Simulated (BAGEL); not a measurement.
# BSiH4OF (SMILES FBO[SiH3]), step by step

We compute a single-point energy (HF/def2-SV(P)), then a single-point energy (NEVPT2(2,2)/def2-SV(P)), then a single-point energy (CASPT2(2,2)/def2-SV(P)) of BSiH4OF. 

The results are computed with BAGEL 1.2.2.

1 further run of the same task is left out (set aside as unsound or not needed).

## Step 1: The molecule

BSiH4OF has 8 atoms, charge 0, and is taken as a singlet. SMILES: `FBO[SiH3]`. The B2–O3 distance was set to 2.147 Å, away from the relaxed value. At this shape a bond of the SMILES string is far longer than usual.

Bond lengths: F1–B2 1.324 Å, O3–Si4 1.655 Å, B2–H5 1.198 Å, Si4–H6 1.481 Å, Si4–H7 1.485 Å, Si4–H8 1.481 Å. Angles: F1–B2–H5 118.6°, O3–Si4–H6 108.0°, O3–Si4–H7 110.1°, O3–Si4–H8 108.0°, H6–Si4–H7 110.3°, H6–Si4–H8 110.2°, H7–Si4–H8 110.3°. A long bond or contact: B2–O3 2.147 Å.

## Step 2: A single-point energy at HF/def2-SV(P) (density fitting with svp-jkfit) (run 1)

Contents of input.json:

```json
{ "bagel": [

{
  "title": "molecule",
  "basis": "def2-sv_p_.json",
  "df_basis": "svp-jkfit",
  "angstrom": "true",
  "geometry": [
    { "atom": "F", "xyz": [   -1.718147,   -1.885511,    2.200504 ] },
    { "atom": "B", "xyz": [   -0.804147,   -0.973911,    1.907404 ] },
    { "atom": "O", "xyz": [   -0.487500,   -0.477100,   -0.157600 ] },
    { "atom": "Si", "xyz": [    0.521000,    0.572800,   -0.945400 ] },
    { "atom": "H", "xyz": [   -0.194047,   -0.464811,    2.804204 ] },
    { "atom": "H", "xyz": [   -0.317100,    1.531000,   -1.702400 ] },
    { "atom": "H", "xyz": [    1.370700,    1.295700,    0.034600 ] },
    { "atom": "H", "xyz": [    1.365000,   -0.214300,   -1.873700 ] }
  ]
},
{
  "title": "hf"
},
{
  "title": "print",
  "file": "orbitals.molden",
  "orbitals": "true"
}

]}
```

The basis set def2-SV(P) is read from a file made from the Basis Set Exchange's data (not shown).

Command:

```console
$ BAGEL_NUM_THREADS=1 BAGEL input.json > input.out
```

What it wrote:

```text
* using 1 threads per process

  ===============================================================
  ===============================================================

  *** Geometry ***

  { "atom" : "F", "xyz" : [     -3.246827,     -3.563099,      4.158350 ] },
  { "atom" : "B", "xyz" : [     -1.519618,     -1.840425,      3.604471 ] },
  { "atom" : "O", "xyz" : [     -0.921241,     -0.901588,     -0.297821 ] },
  { "atom" : "Si", "xyz" : [      0.984547,      1.082435,     -1.786547 ] },
  { "atom" : "H", "xyz" : [     -0.366696,     -0.878365,      5.299178 ] },
  { "atom" : "H", "xyz" : [     -0.599232,      2.893171,     -3.217070 ] },
  { "atom" : "H", "xyz" : [      2.590248,      2.448518,      0.065385 ] },
  { "atom" : "H", "xyz" : [      2.579476,     -0.404968,     -3.540780 ] },

  Number of auxiliary basis functions:      429

  Since a DF basis is specified, we compute 2- and 3-index integrals:
    o Being stored without compression. Storage requirement is 0.016 GB

  Number of basis functions:       68
  Number of electrons      :       40

    * METHOD: MOLECULE                             0.21

  *** RHF ***

  === Nuclear Repulsion ===
   134.7843231942

      * DIIS with orbital gradients will be used.

  === RHF iteration (def2-sv_p_.json) ===
      0       -489.64145528          0.02881286           0.05
      1       -489.72355682          0.02700626           0.04
      2       -489.96334914          0.00298055           0.04
      3       -489.96723866          0.00155797           0.04
      4       -489.96829052          0.00030656           0.04
      5       -489.96839333          0.00011814           0.04
      6       -489.96841259          0.00005111           0.04
      7       -489.96841678          0.00001263           0.04
      8       -489.96841702          0.00000536           0.04
      9       -489.96841705          0.00000265           0.04
     10       -489.96841705          0.00000093           0.04
     11       -489.96841706          0.00000041           0.04
     12       -489.96841706          0.00000019           0.04
     13       -489.96841706          0.00000007           0.06
     14       -489.96841706          0.00000003           0.04
     15       -489.96841706          0.00000001           0.05
     16       -489.96841706          0.00000001           0.06
    * SCF iteration converged.

    * Permanent dipole moment:
           (   -0.112718,     0.029874,    -1.501198) a.u.

    * METHOD: HF                                   0.95

    * METHOD: PRINT                                0.02

  ===============================================================
```

It took 1.4 s on 1 thread of Intel Xeon Platinum 8259CL at 2.50GHz (Skylake/Cascade Lake), shared host; peak memory 0.15 GiB.

## Step 3: The energy at NEVPT2(2,2)/def2-SV(P) (density fitting with svp-jkfit) (run 2)

Contents of calc.json:

```json
{ "bagel": [

{
  "title": "molecule",
  "basis": "def2-sv_p_.json",
  "df_basis": "svp-jkfit",
  "angstrom": "true",
  "geometry": [
    { "atom": "F", "xyz": [   -1.718147,   -1.885511,    2.200504 ] },
    { "atom": "B", "xyz": [   -0.804147,   -0.973911,    1.907404 ] },
    { "atom": "O", "xyz": [   -0.487500,   -0.477100,   -0.157600 ] },
    { "atom": "Si", "xyz": [    0.521000,    0.572800,   -0.945400 ] },
    { "atom": "H", "xyz": [   -0.194047,   -0.464811,    2.804204 ] },
    { "atom": "H", "xyz": [   -0.317100,    1.531000,   -1.702400 ] },
    { "atom": "H", "xyz": [    1.370700,    1.295700,    0.034600 ] },
    { "atom": "H", "xyz": [    1.365000,   -0.214300,   -1.873700 ] }
  ]
},
{
  "title": "hf"
},
{
  "title": "casscf",
  "nstate": 1,
  "nact": 2,
  "nclosed": 19,
  "active": [16, 22],
  "maxiter": 200,
  "natocc": "true"
},
{
  "title": "nevpt2",
  "nstate": 1,
  "nact": 2,
  "nclosed": 19,
  "active": [16, 22],
  "maxiter": 200,
  "natocc": "true",
  "ncore": 8
},
{
  "title": "print",
  "file": "orbitals.molden",
  "orbitals": "true"
}

]}
```

The basis set def2-SV(P) is read from a file made from the Basis Set Exchange's data (not shown).

Command:

```console
$ BAGEL_NUM_THREADS=1 BAGEL calc.json > calc.out
```

What it wrote:

```text
* using 1 threads per process

  ===============================================================
  ===============================================================

  *** Geometry ***

  { "atom" : "F", "xyz" : [     -3.246827,     -3.563099,      4.158350 ] },
  { "atom" : "B", "xyz" : [     -1.519618,     -1.840425,      3.604471 ] },
  { "atom" : "O", "xyz" : [     -0.921241,     -0.901588,     -0.297821 ] },
[... 4 lines of this table left out ...]
  { "atom" : "H", "xyz" : [      2.579476,     -0.404968,     -3.540780 ] },

  Number of auxiliary basis functions:      429

  Since a DF basis is specified, we compute 2- and 3-index integrals:
    o Being stored without compression. Storage requirement is 0.016 GB

[... 18 lines left out ...]
    * SCF iteration converged.
[... 1 line left out ...]
    * Permanent dipole moment:
[... 27 lines left out ...]
    * Second-order optimization converged. *
[... 1 line left out ...]
     guess   0:   closed 1.                   open ..

  === FCI iteration ===

      0  0      -489.96407071     9.18e-02      0.00
      1  0      -490.00017743     1.61e-02      0.00
      2  0 *    -490.00201714     8.58e-16      0.00

     * ci vector, state   0, <S^2> = 0.0000
       2.     0.9789335754
       .2    -0.2041789779

    * METHOD: CASSCF                               6.63

    * freezing 8 orbitals

  === DF-NEVPT2 calculation ===

    * 3-index integral transformation done
    * assembly done

      NEVPT2 correlation energy:   -0.4974905828      0.13

          (+0)     -0.3918288316
          (+0)'    -0.0417416736
          (+1)     -0.0154778817
          (+1)'    -0.0000000000
          (+2)     -0.0006924115
          (-1)     -0.0439235051
          (-1)'     0.0000000000
          (-2)     -0.0038262792

      NEVPT2 total energy:       -490.4995077221

    * METHOD: NEVPT2                               0.21

    * METHOD: PRINT                                0.01

  ===============================================================
```

It took 8.4 s on 1 thread of Intel Xeon Platinum 8259CL at 2.50GHz (Skylake/Cascade Lake), shared host; peak memory 0.15 GiB.

## Step 4: The energy at CASPT2(2,2)/def2-SV(P) (density fitting with svp-jkfit) (run 3)

Contents of input.json:

```json
{ "bagel": [

{
  "title": "molecule",
  "basis": "def2-sv_p_.json",
  "df_basis": "svp-jkfit",
  "angstrom": true,
  "geometry": [
    { "atom": "F", "xyz": [      -1.718147,      -1.885511,       2.200504 ] },
    { "atom": "B", "xyz": [      -0.804147,      -0.973911,       1.907404 ] },
    { "atom": "O", "xyz": [      -0.487500,      -0.477100,      -0.157600 ] },
    { "atom": "Si", "xyz": [       0.521000,       0.572800,      -0.945400 ] },
    { "atom": "H", "xyz": [      -0.194047,      -0.464811,       2.804204 ] },
    { "atom": "H", "xyz": [      -0.317100,       1.531000,      -1.702400 ] },
    { "atom": "H", "xyz": [       1.370700,       1.295700,       0.034600 ] },
    { "atom": "H", "xyz": [       1.365000,      -0.214300,      -1.873700 ] }
  ]
},

{ "title": "hf", "charge": 0 },

{ "title": "casscf", "nstate": 1, "nact": 2, "nclosed": 19, "charge": 0, "active": [16, 22], "maxiter": 200, "natocc": true },

{ "title": "print", "file": "orbitals.molden", "orbitals": true },

{ "title": "smith", "method": "caspt2", "ms": true, "xms": true, "sssr": true, "shift": 0.2, "shift_imag": true, "ncore": 8 }

]}
```

The basis set def2-SV(P) is read from a file made from the Basis Set Exchange's data (not shown).

Command:

```console
$ BAGEL_NUM_THREADS=1 BAGEL input.json > input.out
```

What it wrote:

```text
* using 1 threads per process

  ===============================================================
  ===============================================================

  *** Geometry ***

  { "atom" : "F", "xyz" : [     -3.246827,     -3.563099,      4.158350 ] },
  { "atom" : "B", "xyz" : [     -1.519618,     -1.840425,      3.604471 ] },
  { "atom" : "O", "xyz" : [     -0.921241,     -0.901588,     -0.297821 ] },
[... 4 lines of this table left out ...]
  { "atom" : "H", "xyz" : [      2.579476,     -0.404968,     -3.540780 ] },

  Number of auxiliary basis functions:      429

  Since a DF basis is specified, we compute 2- and 3-index integrals:
    o Being stored without compression. Storage requirement is 0.016 GB

[... 18 lines left out ...]
    * SCF iteration converged.
[... 1 line left out ...]
    * Permanent dipole moment:
[... 27 lines left out ...]
    * Second-order optimization converged. *
[... 9 lines left out ...]
     * ci vector, state   0, <S^2> = 0.0000
[... 16 lines left out ...]
    * Zeroth order energy : state  0       -0.9254741715
[... 4 lines left out ...]
       #      aibj      arbs      arbi      airj      risj      airs      arst      rist         Etot      error   time
[... 2 lines left out ...]
       0  -0.39140  -0.00449  -0.04358  -0.01646  -0.00095  -0.03711  -0.00000  -0.00000   -0.4939916  0.0023980   0.08
       1  -0.39169  -0.00453  -0.04388  -0.01672  -0.00102  -0.03797  -0.00000  -0.00000   -0.4958185  0.0003930   0.07
       2  -0.39171  -0.00454  -0.04383  -0.01674  -0.00103  -0.03804  -0.00000  -0.00000   -0.4958833  0.0000790   0.11
       3  -0.39171  -0.00454  -0.04382  -0.01673  -0.00103  -0.03805  -0.00000  -0.00000   -0.4958853  0.0000165   0.07
       4  -0.39171  -0.00454  -0.04383  -0.01673  -0.00103  -0.03805  -0.00000  -0.00000   -0.4958854  0.0000038   0.07
       5  -0.39171  -0.00454  -0.04383  -0.01673  -0.00103  -0.03805  -0.00000  -0.00000   -0.4958854  0.0000009   0.08

      ------------------------------------------------------------------------------------------------------------------

    * CASPT2 energy : state  0     -490.5000668919
        w/o shift correction       -490.4979025129
        reference weight              0.8729050494

    * METHOD: SMITH                                0.66

  ===============================================================
```

Run time: 9 s. Hardware: 1 thread of Intel Xeon Platinum 8259CL at 2.50GHz (Skylake/Cascade Lake), shared host; peak memory 0.15 GiB.

## Step 5: What came out

| quantity | value |
| --- | --- |
| run 1, HF/def2-SV(P): total energy | -489.96842 Eh |
| run 1, HF/def2-SV(P): dipole moment | 3.83 D |
| run 1, HF/def2-SV(P): HOMO energy | -11.28 eV |
| run 1, HF/def2-SV(P): LUMO energy | 1.54 eV |
| run 1, HF/def2-SV(P): HOMO–LUMO gap | 12.82 eV |
| run 2, NEVPT2(2,2)/def2-SV(P): total energy | -490.49951 Eh |
| run 3, CASPT2(2,2)/def2-SV(P): total energy | -490.50007 Eh |
